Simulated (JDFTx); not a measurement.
Input of a JDFTx 1.7.0 (patched build) run:

File CaMn2Bi2.in:

```
include CaMn2Bi2.lattice
coords-type Lattice
include CaMn2Bi2.ionpos

ion-species pseudo/Bi.upf
ion-species pseudo/Mn.upf
ion-species pseudo/Ca.upf
elec-cutoff 48 384
elec-ex-corr gga-PBE
kpoint-folding 2 2 1
elec-smearing Fermi 0.0018374661
elec-n-bands 46
spintype z-spin
initial-magnetic-moments Mn 4 -2
elec-initial-magnetization 2 no
electronic-SCF nIterations 100 energyDiffThreshold 1e-09
electronic-minimize nIterations 30 energyDiffThreshold 1e-7
converge-empty-states yes
forces-output-coords Cartesian

dump-name run.$VAR
dump End Ecomponents EigStats BandEigs Kpoints Forces Stress
```

Contents of CaMn2Bi2.lattice:

```
lattice \
    8.7425946499    -4.3712973251     0.0000000000 \
    0.0000000000     7.5713090620     0.0000000000 \
    0.0000000000     0.0000000000    14.6053001542
```

CaMn2Bi2.ionpos

```
ion Bi     0.3333333333     0.6666666667     0.7511910000 1
ion Bi     0.6666666667     0.3333333333     0.2488090000 1
ion Mn     0.3333333333     0.6666666667     0.3792650000 1
ion Mn     0.6666666667     0.3333333333     0.6207350000 1
ion Ca     0.0000000000     0.0000000000     0.0000000000 1
```

Potentials or basis: PseudoDojo-SR-PBE-0.4.1-standard (Bi) + PseudoDojo-SR-PBE-0.5-standard (Mn, Ca) with smoothed tails.

The run is started by

```console
$ jdftx -c 1 -i CaMn2Bi2.in -o CaMn2Bi2.out
```

(1) What does it give for the pressure?

(2) Predict the absolute moment.

(3) Estimate the net moment.

(4) What does it give for the largest force?

## Answers

(1) -1.9 GPa.

(2) 8.71 μB per cell.

(3) 0.00 μB per cell.

(4) 0.465 eV/Å.

Caveat: the k mesh is coarse (spacing up to 0.81 Å⁻¹), so the values aren't converged.
